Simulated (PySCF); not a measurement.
# C3H2BCl2: the cost of one run

Computed with PySCF 2.14.0 and routines of our own; the level stands in each step. Atoms count from 0.

## 1. The system as given

8 atoms, charge 0, multiplicity 2; geometry from: GFN2-xTB.

## 2. Open-shell or spin-flip excitations: unrestricted TDDFT M06-2X/def2-SVPD

What the job is given:

```
{"job": {"kind": "uabs", "xc": "M06-2X", "basis": "def2-SVPD", "nstates": 10, "tda": false}, "charge": 0, "multiplicity": 2}
C     -2.071685    -0.290457     0.032189
C     -0.747705    -0.104780     0.022886
C      0.477027     0.068623     0.012293
B      1.946963     0.274830     0.001478
Cl     2.947369    -0.447787     1.221721
Cl     2.692983     1.243350    -1.231115
H     -2.695928     0.152595    -0.724520
H     -2.539969    -0.886963     0.795984
```

With the program's defaults for keys left out, this is: unrestricted TDDFT M06-2X/def2-SVPD, vertical, gas phase, core orbitals frozen in the response.

On the command line:

```bash
$ OMP_NUM_THREADS=1 python excited_run.py task.json out
```

This one command runs all jobs of the session in turn.

**Question.** How long does this first job take on 1 thread of Intel Xeon 6975P-C, shared host, and how much memory does it need?

About 57 s, with a peak of 0.61 GiB.
